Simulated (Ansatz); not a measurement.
# BrClF5HMo: the cost of one run

Program: Ansatz 0.2.0. Level of theory: RKS PBE/def2-SVP. These are calculated values, not measurements.

### Step 1. Starting point

Bond lengths: Mo1–Cl2 2.660 Å, Mo1–F3 1.770 Å, Mo1–F4 1.770 Å, Mo1–F5 1.770 Å, Mo1–F6 1.770 Å, Mo1–F7 1.770 Å, Mo1–Br8 2.790 Å, F3–Br8 2.104 Å, F4–Br8 2.038 Å, Cl2–H9 1.566 Å, Br8–H9 1.750 Å. Angles (14 of 31 angles, heavy atoms first): Cl2–Mo1–F3 90.0°, Cl2–Mo1–F4 90.0°, Cl2–Mo1–F5 90.0°, Cl2–Mo1–F6 90.0°, Cl2–Mo1–F7 180.0°, Cl2–Mo1–Br8 71.6°, F3–Mo1–F4 90.0°, F3–Mo1–F5 180.0°, F3–Mo1–F6 90.0°, F3–Mo1–F7 90.0°, F3–Mo1–Br8 48.9°, F4–Mo1–F5 90.0°, F4–Mo1–F6 180.0°, F4–Mo1–F7 90.0°.

Coordinates:

```xyz
9

Mo    0.0000    0.0000    0.0000
Cl    0.0000    0.0000    2.6600
F     1.7700    0.0000    0.0000
F     0.0000    1.7700    0.0000
F    -1.7700    0.0000    0.0000
F     0.0000   -1.7700    0.0000
F     0.0000    0.0000   -1.7700
Br    1.8335    1.9101    0.8797
H     1.0356    1.0788    2.1967
```

### Step 2. A restrained relaxation towards end A

Springs on the bonds that form and break draw the guess towards this end; the thresholds are loose.

File input.yaml:

```yaml
crystal:
  periodic: [false, false, false]
  atoms:
    - { symbol: Mo, position_ang: [0.0, 0.0, 0.0] }
    - { symbol: Cl, position_ang: [0.0, 0.0, 2.66] }
    - { symbol: F, position_ang: [1.77, 0.0, 0.0] }
    - { symbol: F, position_ang: [0.0, 1.77, 0.0] }
    - { symbol: F, position_ang: [-1.77, 0.0, 0.0] }
    - { symbol: F, position_ang: [0.0, -1.77, 0.0] }
    - { symbol: F, position_ang: [0.0, 0.0, -1.77] }
    - { symbol: Br, position_ang: [1.8335, 1.9101, 0.8797] }
    - { symbol: H, position_ang: [1.0356, 1.0788, 2.1967] }
basis:
  gaussian: { orbitals: def2-SVP }
hamiltonian:
  xc: pbe
relax:
  f_tol: 0.15
  max_steps: 25
  restrain:
    - { distance: [0, 7], at: 3.69, k: 30.0 }
    - { distance: [8, 1], at: 2.57, k: 30.0 }
    - { distance: [0, 1], at: 2.31, k: 30.0 }
    - { distance: [8, 7], at: 1.55, k: 30.0 }
```

Command:

```bash
$ ansatz run input.yaml --threads 4 --pin off --max-ram 5120MiB --backend cpu --events-out ev --progress --plain --runs-dir out
```

Q: Estimate wall time and peak memory on 4 threads of Arm Neoverse V1, shared host.

About 31 s, with a peak of 0.28 GiB.
